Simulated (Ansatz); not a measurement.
**CH5BN2 (SMILES B1NCN1) at 6 levels**

Wanted: a comparison of 6 runs (HF/STO-3G, B3LYP/def2-SVPD, BLYP/def2-SVPD, r2SCAN/def2-SVPD, wB97X/def2-SVPD, MP2/def2-SVPD) of CH5BN2. 

Program for the calculation: Ansatz 0.2.0.

49 further runs of the same task are left out: 49 set aside as unsound or not needed. Runs told in other sessions of the task aren't counted.

## (1) The molecule

The species is CH5BN2 (9 atoms), meant as a singlet with charge 0. SMILES: `B1NCN1`. The C3–H7 distance was set to 1.974 Å, away from the relaxed value. At this shape a bond of the SMILES string is far longer than usual.

Bond lengths: B1–N2 1.430 Å, N2–C3 1.458 Å, B1–N4 1.430 Å, C3–N4 1.458 Å, B1–H5 1.191 Å, N2–H6 1.003 Å, C3–H8 1.097 Å, N4–H9 1.003 Å. Some angles: B1–N2–C3 88.7°, N2–B1–N4 92.5°, N2–C3–N4 90.2°, B1–N4–C3 88.7°, B1–N2–H6 135.4°, C3–N2–H6 124.3°, N2–B1–H5 133.7°, N4–B1–H5 133.8°, N2–C3–H8 114.4°, N4–C3–H8 113.7°.

## (2) A single-point energy at HF/STO-3G (run 1)

Input file input.yaml:

```yaml
crystal:
  periodic: [false, false, false]
  atoms:
    - {symbol: B, position_ang: [-0.530020, 1.707544, -0.072927]}
    - {symbol: "N", position_ang: [0.771980, 1.153844, -0.279627]}
    - {symbol: C, position_ang: [0.438180, 0.101344, 0.673273]}
    - {symbol: N, position_ang: [-0.883420, 0.687544, 0.864773]}
    - {symbol: H, position_ang: [-1.101520, 2.655644, -0.513327]}
    - {symbol: H, position_ang: [1.694580, 1.525744, -0.410227]}
    - {symbol: H, position_ang: [0.420000, -1.707100, -0.117100]}
    - {symbol: H, position_ang: [1.054980, 0.099644, 1.579873]}
    - {symbol: H, position_ang: [-1.711720, 0.159344, 1.068273]}
basis:
  gaussian: {orbitals: STO-3G}
total_charge: 0
hamiltonian: {xc: hf}
accuracy: high
output: {orbitals: {seedname: orbitals}}
```

Launch:

```sh
$ ansatz run input.yaml --threads 1 --pin off --max-ram 3480MiB --events-out events.jsonl --progress --plain --runs-dir runs
```

Log:

```text
Warning: RAYON_NUM_THREADS=1 ignored (pool sized by the plan → 1); use --threads N
Functional definition: HF
  name "HF"
  exchange = exact_x
  correlation = 0
519 factors; integrals over basis functions are off by at most 1.9e-8 eV
mean field evaluation 1: about -4677.3205 eV, gradient 2.4e1 eV
mean field evaluation 2: about -4677.4789 eV, gradient 2.4e1 eV
mean field evaluation 4: about -4680.1096 eV, gradient 2.1e0 eV
mean field evaluation 8: about -4680.1309 eV, gradient 1.3e-4 eV
mean field -4680.13088630 eV, -171.9916377647 hartree, gradient 2.1e-8 eV, S^2 0.000000; 0 other end points of the search recorded, 0 dependent functions left out
reference -4680.13088630 eV, -171.9916377647 hartree; 15, 15 occupied and 10, 10 virtual orbitals, 519 factors
Total energy: -4680.13088630 eV, -171.9916377647 hartree
```

It took 0.32 s on 1 thread of Arm Neoverse N1, shared host.

## (3) The energy at B3LYP/def2-SVPD (run 2)

Input file input.yaml:

```yaml
crystal:
  periodic: [false, false, false]
  atoms:
    - symbol: B
      position_ang: [-0.530020, 1.707544, -0.072927]
    - symbol: N
      position_ang: [0.771980, 1.153844, -0.279627]
    - symbol: C
      position_ang: [0.438180, 0.101344, 0.673273]
    - symbol: N
      position_ang: [-0.883420, 0.687544, 0.864773]
    - symbol: H
      position_ang: [-1.101520, 2.655644, -0.513327]
    - symbol: H
      position_ang: [1.694580, 1.525744, -0.410227]
    - symbol: H
      position_ang: [0.420000, -1.707100, -0.117100]
    - symbol: H
      position_ang: [1.054980, 0.099644, 1.579873]
    - symbol: H
      position_ang: [-1.711720, 0.159344, 1.068273]
basis:
  gaussian: {orbitals: def2-SVPD}
hamiltonian: {xc: {name: B3LYP}}
accuracy: high
output: {orbitals: {seedname: orbitals}}
```

Launch:

```sh
$ ansatz run input.yaml --threads 1 --pin off --max-ram 3480MiB --events-out events.jsonl --progress --plain --runs-dir runs
```

Log:

```text
Warning: RAYON_NUM_THREADS=1 ignored (pool sized by the plan → 1); use --threads N
Functional definition: B3LYP
  name "B3LYP"
  parameter a0 = 0.2
  parameter ax = 0.72
  parameter ac = 0.81
  exchange = (1 - a0 - ax)*slater_x + ax*b88_x + a0*exact_x
  correlation = (1 - ac)*vwn_rpa_c + ac*lyp_c
2539 factors; integrals over basis functions are off by at most 3.0e-9 eV
mean field evaluation 1: about -4760.4281 eV, gradient 6.3e1 eV
mean field evaluation 2: about -4739.5985 eV, gradient 1.1e2 eV
mean field evaluation 4: about -4769.2585 eV, gradient 5.6e0 eV
mean field evaluation 8: about -4769.3616 eV, gradient 4.1e-1 eV
mean field evaluation 16: about -4769.3621 eV, gradient 3.2e-5 eV
mean field -4769.36207774 eV, -175.2708235674 hartree, gradient 8.9e-8 eV, S^2 0.000000; 0 other end points of the search recorded, 0 dependent functions left out
reference -4769.36212196 eV, -175.2708251921 hartree; 15, 15 occupied and 105, 105 virtual orbitals, 2539 factors
Total energy: -4769.36212196 eV, -175.2708251921 hartree
```

It took 19 s on 1 thread of Arm Neoverse N1, shared host; peak memory 0.42 GiB.

Runs 3 to 4 aren't shown in full; the table further down has their settings and results.

## (4) A single-point energy at wB97X/def2-SVPD (run 5)

Input file molecule.yaml:

```yaml
crystal:
  periodic: [false, false, false]
  atoms:
    - {symbol: B, position_ang: [-0.530020, 1.707544, -0.072927]}
    - {symbol: N, position_ang: [0.771980, 1.153844, -0.279627]}
    - {symbol: C, position_ang: [0.438180, 0.101344, 0.673273]}
    - {symbol: "N", position_ang: [-0.883420, 0.687544, 0.864773]}
    - {symbol: H, position_ang: [-1.101520, 2.655644, -0.513327]}
    - {symbol: H, position_ang: [1.694580, 1.525744, -0.410227]}
    - {symbol: H, position_ang: [0.420000, -1.707100, -0.117100]}
    - {symbol: H, position_ang: [1.054980, 0.099644, 1.579873]}
    - {symbol: H, position_ang: [-1.711720, 0.159344, 1.068273]}
basis:
  gaussian:
    orbitals: def2-SVPD
hamiltonian:
  xc: {name: wB97X}
accuracy: high
output: {orbitals: {seedname: orbitals}}
```

Launch:

```sh
$ ansatz run molecule.yaml --threads 1 --pin off --max-ram 3480MiB --events-out events.jsonl --progress --plain --runs-dir runs
```

Log, shortened:

```text
Warning: RAYON_NUM_THREADS=1 ignored (pool sized by the plan → 1); use --threads N
Functional definition: wB97X
  name "wB97X"
[...]
      + exact_x_lr(omega)
[...]
      + integral(e_c_pw_opposite_spin*poly(b97_u_opposite, 1, cos1, cos2, cos3, cos4))
2539 factors; integrals over basis functions are off by at most 3.0e-9 eV
474 factors; integrals over basis functions are off by at most 1.8e-9 eV
[...]
mean field -4767.67406874 eV, -175.2087903805 hartree, gradient 3.6e-8 eV, S^2 0.000000; 0 other end points of the search recorded, 0 dependent functions left out
reference -4767.67406454 eV, -175.2087902262 hartree; 15, 15 occupied and 105, 105 virtual orbitals, 2539 factors
Total energy: -4767.67406454 eV, -175.2087902262 hartree
```

Wall time 53 s (1 thread of Arm Neoverse N1, shared host); peak memory 0.65 GiB.

## (5) The energy at MP2/def2-SVPD (run 6)

Input file input.yaml:

```yaml
crystal:
  periodic: [false, false, false]
  atoms:
    - {symbol: B, position_ang: [-0.530020, 1.707544, -0.072927]}
    - {symbol: "N", position_ang: [0.771980, 1.153844, -0.279627]}
    - {symbol: C, position_ang: [0.438180, 0.101344, 0.673273]}
    - {symbol: "N", position_ang: [-0.883420, 0.687544, 0.864773]}
    - {symbol: H, position_ang: [-1.101520, 2.655644, -0.513327]}
    - {symbol: H, position_ang: [1.694580, 1.525744, -0.410227]}
    - {symbol: H, position_ang: [0.420000, -1.707100, -0.117100]}
    - {symbol: H, position_ang: [1.054980, 0.099644, 1.579873]}
    - {symbol: H, position_ang: [-1.711720, 0.159344, 1.068273]}
basis:
  gaussian:
    orbitals: def2-SVPD
accuracy: high
correlation:
  method: mp2
  frozen_orbitals: {B: 1, C: 1, H: 0, "N": 1}
```

Launch:

```sh
$ ansatz run input.yaml --threads 1 --pin off --max-ram 3480MiB --events-out events.jsonl --progress --plain --runs-dir runs
```

Log:

```text
Warning: RAYON_NUM_THREADS=1 ignored (pool sized by the plan → 1); use --threads N
Functional definition: HF
  name "HF"
  exchange = exact_x
  correlation = 0
2539 factors; integrals over basis functions are off by at most 3.0e-9 eV
mean field evaluation 1: about -4735.3538 eV, gradient 3.4e1 eV
mean field evaluation 2: about -4735.3551 eV, gradient 3.4e1 eV
mean field evaluation 4: about -4738.2724 eV, gradient 3.5e0 eV
mean field evaluation 8: about -4738.3232 eV, gradient 5.9e-4 eV
mean field -4738.32322245 eV, -174.1301666744 hartree, gradient 1.4e-8 eV, S^2 0.000000; 0 other end points of the search recorded, 0 dependent functions left out; unrestricted orbitals would lower it
mean field evaluation 16: about -4738.8075 eV, gradient 1.4e0 eV
4 core orbitals not correlated: weight in the atoms' cores, before any rotation towards them, 1.000 or more for the frozen orbitals, at most 0.000 for the correlated occupied ones
reference -4738.32322245 eV, -174.1301666744 hartree; 11, 11 occupied and 105, 105 virtual orbitals, 2539 factors
second order -16.14246026 eV of doubles, -0.00000000 eV of singles
Total energy: -4754.46568272 eV, -174.7233911473 hartree
```

Run time: 11 s. Hardware: 1 thread of Arm Neoverse N1, shared host; peak memory 0.37 GiB.

## (6) Overview of the runs

```csv
run,level,frozen core orbitals,energy (Eh),HOMO energy (eV),LUMO energy (eV),HOMO–LUMO gap (eV),wall time
1,HF/STO-3G,–,-171.991638,-6.92,5.74,12.66,0.32 s
2,B3LYP/def2-SVPD,–,-175.270825,-6.82,-1.85,4.98,19 s
3,BLYP/def2-SVPD,–,-175.201852,-5.85,-2.43,3.43,17 s
4,r2SCAN/def2-SVPD,–,-175.156795,-6.14,-2.31,3.83,30 s
5,wB97X/def2-SVPD,–,-175.208790,-9.19,0.53,9.72,53 s
6,MP2/def2-SVPD,4,-174.723391,–,–,–,11 s
```

## (7) What came out

| quantity | value |
| --- | --- |
| run 6: total energy | -174.72339 Eh |
| run 6: correlation energy (4 core orbitals frozen) | -593.2 mEh |

**Reading.** Over runs 1, 2, 3, 4, 5 the HOMO–LUMO gap runs from 3.43 eV (BLYP/def2-SVPD) to 12.66 eV (HF/STO-3G). The two ends differ in method and basis. Totals of different functionals can't be ranked against each other. In run 6 the log says that unrestricted orbitals would lower the reference, so the values rest on an unstable closed-shell determinant (other closed-shell runs at this shape may share the fault). In run 1 the basis is minimal, so the values are rough. In all runs a closed-shell determinant meets a far-stretched bond; if it breaks into open shells, such a determinant describes it badly, and no broken-symmetry solution was shown. All runs together took 2.2 min, the longest 53 s.
